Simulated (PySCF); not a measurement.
# H4N2Pb (Pb(NH2)22+): the cost of one run

Method: TPSS, Pb def2-SVP with ECP60, N def2-SVP, H def2-SVP; scalar-relativistic core potentials, no spin–orbit coupling; program: PySCF 2.14.0.

2 further runs of the same task are left out: 2 for a known fault of the program.

### Step 1. The starting structure

7 atoms, charge 2, spin multiplicity 1.

Bond lengths: Pb1–N2 2.200 Å, Pb1–N5 2.200 Å, N2–H3 1.047 Å, N2–H4 1.048 Å, N5–H6 1.048 Å, N5–H7 1.047 Å. Angles: N2–Pb1–N5 129.4°, Pb1–N2–H3 112.7°, Pb1–N2–H4 112.4°, H3–N2–H4 106.8°, Pb1–N5–H6 112.8°, Pb1–N5–H7 112.5°, H6–N5–H7 106.7°.

As a file:

```xyz
7
charge 2, multiplicity 1
Pb    0.0355    0.7407    0.0132
N     0.1351   -0.2353    1.9826
H     0.6541    0.3361    2.6906
H    -0.8148   -0.4235    2.3835
N    -0.0636   -0.1630   -1.9899
H     0.8832   -0.3288   -2.4086
H    -0.5952    0.4284   -2.6713
```

Formal oxidation states: Pb +4. An earlier session relaxed this geometry at TPSS, Pb def2-SVP with ECP60, N def2-SVP, H def2-SVP (singlet, point group C2).

Its energy there is -303.844827 Eh.

### Step 2. Atoms moved at random, σ = 0.15 Å

File run.py (the lines that set the calculation):

```python
mol = gto.M(atom='''
Pb     0.04717     0.69318    -0.04206
N      0.35985    -0.29441     1.96740
H      0.76251     0.29329     2.91242
H     -0.88189    -0.53604     2.42971
N     -0.15089    -0.25568    -2.17159
H      0.68957    -0.12551    -2.32770
H     -0.59192     0.57976    -2.76818''',
    basis={'Pb': 'def2-SVP', 'N': 'def2-SVP', 'H': 'def2-SVP'},
    ecp={'Pb': 'def2-SVP'},
    charge=2, spin=0)
mf = dft.RKS(mol, xc='TPSS')
mf.grids.atom_grid = (50, 194)
mf = mf.density_fit()  # fitting sets: Pb def2-universal-JKFIT, N def2-universal-JKFIT, H def2-universal-JKFIT
mf.conv_tol = 1e-08; mf.max_cycle = 55
mf.kernel(dm0)  # dm0: the density of the relaxed state
```

On the command line:

```console
OMP_NUM_THREADS=2 python run.py
```

**Question.** How long does this run take on 2 threads of Intel Xeon at 2.50GHz (Skylake/Cascade Lake), shared host?

About 10 s.
